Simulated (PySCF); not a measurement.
# Si₄H₈: electronic excitations and core binding energies

What electronic excitations and core binding energies should Si₄H₈ (`[SiH2]1[SiH2][SiH2][SiH2]1`) show?

The runs use PySCF 2.14.0, with density-fitted response routines of our own; the level of theory stands in each step. All values are computed, except where a source is named. Atoms are numbered from 0 throughout.

## (1) The starting structure

12 atoms, charge 0, multiplicity 1; geometry from: GFN2-xTB.

Bonds of the start (Å): Si0–Si1 2.36, Si1–Si2 2.36, Si2–Si3 2.36, Si3–Si0 2.36, Si0–H4 1.47, Si0–H5 1.47, Si1–H6 1.47, Si1–H7 1.47, Si2–H8 1.47, Si2–H9 1.47, Si3–H10 1.47, Si3–H11 1.47.

## (2) TDDFT and polarisability: CAM-B3LYP/def2-SVPD

Job settings and geometry (Å):

```
{"job": {"kind": "uv", "xc": "CAM-B3LYP", "basis": "def2-SVPD", "nstates": 8, "ntriplets": 3}, "charge": 0, "multiplicity": 1}
Si     0.359987    -1.624374     0.093355
Si    -1.609267    -0.341410     0.257316
Si    -0.361361     1.622846    -0.107458
Si     1.608812     0.340954    -0.262107
H      0.710053    -2.416130     1.280835
H      0.403715    -2.621101    -0.985328
H     -2.316760    -0.417159     1.543150
H     -2.671238    -0.634259    -0.715319
H     -0.719287     2.411918    -1.294153
H     -0.397209     2.623446     0.967912
H      2.340037     0.424569    -1.533576
H      2.653715     0.630013     0.729345
```

With the program's defaults for keys left out, this is: TDDFT CAM-B3LYP/def2-SVPD, vertical, gas phase, core orbitals frozen in the response.

Output:

```text
coarse grid: 11456 points
cycle   1  E = -1162.2415873783  dE = -7.356e-02  |g| = 1.733e-01  |ddm| = 4.010e+00
cycle   2  E = -1162.2528150376  dE = -1.123e-02  |g| = 8.401e-02  |ddm| = 4.178e-01
cycle   3  E = -1162.2555582162  dE = -2.743e-03  |g| = 2.922e-02  |ddm| = 2.453e-01
cycle   4  E = -1162.2559375261  dE = -3.793e-04  |g| = 2.430e-03  |ddm| = 6.290e-02
cycle   5  E = -1162.2559406023  dE = -3.076e-06  |g| = 3.117e-04  |ddm| = 8.705e-03
final grid: 90680 points
cycle   6  E = -1162.4023153001  dE = -3.806e-06  |g| = 4.147e-04  |ddm| = 2.138e-02
cycle   7  E = -1162.4023153652  dE = -6.508e-08  |g| = 2.401e-04  |ddm| = 2.959e-03
cycle   8  E = -1162.4023153883  dE = -2.306e-08  |g| = 5.806e-05  |ddm| = 5.872e-04
cycle   9  E = -1162.4023153899  dE = -1.623e-09  |g| = 6.728e-06  |ddm| = 2.001e-04
cycle  10  E = -1162.4023153900  dE = -5.048e-11  |g| = 1.895e-06  |ddm| = 4.157e-05
converged SCF energy = -1162.4023153900

Static polarisability (au): isotropic 117.168, principal 91.911 129.773 129.821

Singlet excitations
state   eV       nm        f      main configurations
  1   4.7500    261.0   0.00000   H->L 0.99
  2   5.4193    228.8   0.00000   H-1->L 0.98
  3   5.4239    228.6   0.00000   H-2->L 0.98
  4   6.2343    198.9   0.00000   H-1->L+2 0.42, H-2->L+1 0.40
  5   6.3455    195.4   0.00000   H-2->L+1 0.46, H-1->L+2 0.44
  6   6.5019    190.7   0.24716   H->L+1 0.92
  7   6.5043    190.6   0.24693   H->L+2 0.92
  8   6.7019    185.0   0.00000   H-1->L+1 0.48, H-2->L+2 0.44

Triplet excitations (Tamm-Dancoff, eV): 4.4924 4.7928 4.7975
```

Wall time 15 s (1 thread, shared host).

Frontier orbitals and where they lie:

```csv
orbital,eV,atoms
HOMO−3,-10.59,"Si3 12 %, Si2 12 %, Si0 12 %"
HOMO−2,-9.20,"Si0 23 %, Si2 23 %, Si3 14 %"
HOMO−1,-9.19,"Si1 23 %, Si3 23 %, Si2 14 %"
HOMO,-8.79,"Si0 22 %, Si1 22 %, Si2 22 %"
LUMO,-0.48,"Si3 19 %, Si1 19 %, Si2 19 %"
LUMO+1,0.39,"Si0 18 %, Si2 18 %, Si1 18 %"
LUMO+2,0.39,"Si1 18 %, Si3 18 %, Si0 18 %"
```

With each of the 8 states as a Gaussian band of 0.4 eV half-width at 1/e, the curve within the window shown has maxima at 191 nm (ε 20,000) L/(mol cm). Beyond the last state computed it falls off for lack of states. The curve at chosen wavelengths:

(nm, ε (L/mol/cm)): (177, 4225), (182, 11121), (187, 18158), (192, 19719), (196, 16349), (201, 9840), (206, 4556), (211, 1686), (216, 516), (221, 134), (225, 41), (230, 9), (235, 2), (240, 0), (245, 0), (250, 0), (254, 0), (259, 0), (264, 0), (269, 0), (274, 0), (279, 0), (283, 0), (288, 0), (293, 0), (298, 0)

Further results of this job:

```csv
property,computed
dipole moment (D),0.02
polarisability (Å³),17.36
HOMO–LUMO gap (eV),8.31
−ε(HOMO) (eV),8.79
```

## (3) Core holes by ΔSCF: SCAN, X2C

Same as in step 2 but for these lines:

```diff
@@ -1,2 +1,2 @@
-{"job": {"kind": "uv", "xc": "CAM-B3LYP", "basis": "def2-SVPD", "nstates": 8, "ntriplets": 3}, "charge": 0, "multiplicity": 1}
+{"job": {"kind": "xps"}, "charge": 0, "multiplicity": 1}
 Si     0.359987    -1.624374     0.093355
```

Level: delta-SCF UKS SCAN, pcX-2 on the ionised atom, pcseg-1 elsewhere, spin-free X2C.

Output:

```text
ground state, core basis on atom 0 (Si), 154 functions
  cycle   1  E = -1165.01542073  |g| = 1.46e-01
  cycle   2  E = -1165.02086505  |g| = 5.63e-02
  cycle   3  E = -1165.02142934  |g| = 4.15e-02
  cycle   4  E = -1165.02209811  |g| = 4.55e-03
  cycle   5  E = -1165.02210937  |g| = 8.19e-04
  cycle   6  E = -1165.02210936  |g| = 1.40e-04
  E(ground) = -1165.10623155 Eh
hole in Si 1s of atom 0
  cycle   1  E = -1096.10108684  |g| = 4.35e+00
  cycle   2  E = -1096.01106573  |g| = 2.20e+00
  cycle   3  E = -1096.58154903  |g| = 8.60e-01
  cycle   4  E = -1097.10609697  |g| = 3.16e-01
  cycle   5  E = -1097.18462501  |g| = 5.09e-02
  cycle   6  E = -1097.18562195  |g| = 3.15e-02
  cycle   7  E = -1097.18639509  |g| = 7.41e-03
  cycle   8  E = -1097.18643754  |g| = 2.64e-03
  cycle   9  E = -1097.18644422  |g| = 4.49e-04
  E(ion) = -1097.27757204 Eh   <S^2> = 0.7526   hole on atom = 1.000   binding energy = 1845.712 eV
hole in Si 2p of atom 0
  cycle   1  E = -1160.75864532  |g| = 1.24e+00
  cycle   2  E = -1160.44754693  |g| = 1.20e+00
  cycle   3  E = -1161.03773886  |g| = 2.73e-01
  cycle   4  E = -1161.09851015  |g| = 8.90e-02
  cycle   5  E = -1161.10487827  |g| = 1.50e-02
  cycle   6  E = -1161.10503519  |g| = 6.87e-03
  cycle   7  E = -1161.10507296  |g| = 1.45e-03
  cycle   8  E = -1161.10507417  |g| = 5.07e-04
  cycle   9  E = -1161.10507470  |g| = 1.26e-04
  E(ion) = -1161.19986362 Eh   <S^2> = 0.7523   hole on atom = 1.002   binding energy = 106.298 eV
  2p3/2 = 106.085 eV   2p1/2 = 106.708 eV
```

It took 11 s on 1 thread, shared host.

Binding energies by hole, beside the orbital energy of the ground state; the difference holds orbital relaxation and, for a density functional, its self-interaction error:

```csv
hole,stands for,environment,ΔSCF (eV; 2p as the shell's mean),−ε (eV),⟨S²⟩
Si1s on Si0,"Si0, Si1, Si2, Si3","silicon bonded to 2 Si, 2 H, in a 4-membered ring",1845.71,1793.2,0.753
Si2p on Si0,"Si0, Si1, Si2, Si3","silicon bonded to 2 Si, 2 H, in a 4-membered ring",106.29,96.1,0.752
```

Each hole run stands for the others of its class of like atoms.

With the spin-orbit splitting: Si0 2p3/2 106.08, 2p1/2 106.71 eV. The table gives each 2p level as the mean over the whole 2p shell (two parts 2p3/2, one part 2p1/2), which differs a little from the single hole in the log.

## (4) Results

| quantity | value |
| --- | --- |
| lowest singlet (CAM-B3LYP/def2-SVPD) | 4.75 eV (261 nm), f = 0.000 |
| brightest single state of those computed | state 6, 6.50 eV, f = 0.247 |
| lowest triplet | 4.49 eV |
| Si1s binding energies, SCAN/pcX-2 | Si0 1845.71 eV |
| Si2p binding energies, SCAN/pcX-2 | Si0 106.29 eV |

What this shows: The first singlet state (HOMO→LUMO 0.99) lies at 4.75 eV and is dark; of the 8 states computed, the strongest absorption comes from states 6 to 7 together at 6.50 eV. The lowest triplet lies 0.26 eV below the lowest singlet (triplets in Tamm-Dancoff, singlets in full TDDFT).
